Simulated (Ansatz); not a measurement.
# Ti: the cost of one run

Program: Ansatz 0.2.0. Level of theory: DFT PBEsol, scalar-relativistic, plane waves, PAW. These are calculated values, not measurements.

3 further runs of the same task are left out: 1 that didn't finish, 2 set aside as unsound or not needed.

## Step 1: Starting point

It takes space group P6_3/mmc (No. 194, hexagonal). The conventional cell has a = 2.900 Å, b = 2.900 Å, c = 4.591 Å, α = 90.00°, β = 90.00°, γ = 120.00°. Ti (site symmetry -6m2) is surrounded by 12 Ti at 2.84 to 2.90 Å.

As a file:

```
CELL_PARAMETERS angstrom
2.90048 0.00000 0.00000
-1.45024 2.51189 0.00000
0.00000 0.00000 4.59092
ATOMIC_POSITIONS crystal
Ti 0.33333 0.66667 0.25000
Ti 0.66667 0.33333 0.75000
```

This cell was relaxed beforehand with the same method: volume 16.72 Å³/atom, gap on the mesh none (metal).

## Step 2: The cluster of 13 host atoms, cut as a sphere about point 0.28 0.35 0.15, shaken

The cluster is cut from the relaxed crystal and set in a periodic box with vacuum round it. Its excess energy counts from the bulk, -2473.8968 eV an atom.

The cell holds 13 Ti: a = 14.300 Å, b = 13.800 Å, c = 13.700 Å, α = 90.00°, β = 90.00°, γ = 90.00°.

## Step 3: Relaxing it

The input, input.yaml:

```yaml
crystal:
  lattice:
    - [14.3, 0.0, 0.0]
    - [0.0, 13.8, 0.0]
    - [0.0, 0.0, 13.7]
  atoms:
    - { symbol: Ti, position: [0.2961621943, 0.4981061594, 0.5015945353], spin: 1.2 }
    - { symbol: Ti, position: [0.6014039731, 0.3167950848, 0.5009954663], spin: 1.2 }
    - { symbol: Ti, position: [0.5016802201, 0.5016663154, 0.4982902623], spin: 1.2 }
    - { symbol: Ti, position: [0.4016181234, 0.6801811809, 0.4954078767], spin: 1.2 }
    - { symbol: Ti, position: [0.700912114, 0.4993197357, 0.4997143676], spin: 1.2 }
    - { symbol: Ti, position: [0.6031252146, 0.6842713822, 0.5017136917], spin: 1.2 }
    - { symbol: Ti, position: [0.3999454422, 0.439416618, 0.6671450824], spin: 1.2 }
    - { symbol: Ti, position: [0.2999390597, 0.6236696998, 0.6676475314], spin: 1.2 }
    - { symbol: Ti, position: [0.6045488272, 0.4406607125, 0.3324996806], spin: 1.2 }
    - { symbol: Ti, position: [0.6021936891, 0.4363610776, 0.6675016976], spin: 1.2 }
    - { symbol: Ti, position: [0.5026945905, 0.6201229812, 0.3300934205], spin: 1.2 }
    - { symbol: Ti, position: [0.4984789362, 0.622047107, 0.6648752704], spin: 1.2 }
    - { symbol: Ti, position: [0.7053630538, 0.624373152, 0.6676119278], spin: 1.2 }
basis:
  ecutwfc: 420
kpoints:
  mp_grid: { grid: [1, 1, 1] }
hamiltonian:
  xc: pbesol
scf:
  occupations: { method: gaussian, width: 0.05 }
  lower_state_search: "off"
output:
  forces: true
  eigenvalues: true
  populations: true
  write_density: true
  write_potential: true
  elf: true
  volumetric_format: npy
magnetization:
  spin_polarized: true
relax:
  adjacent_minimum: "off"
  f_tol: 0.03
  max_steps: 40
```

Started as:

```bash
$ ansatz run input.yaml --threads 4 --pin off --max-ram 11264MiB --backend cpu --events-out ev --progress --plain --runs-dir out
```

**Question.** How long does this run take on 4 threads of Intel Xeon Platinum 8375C at 2.90GHz (Ice Lake), shared host, and how much memory does it need?

About 24 min, with a peak of 2.5 GiB.
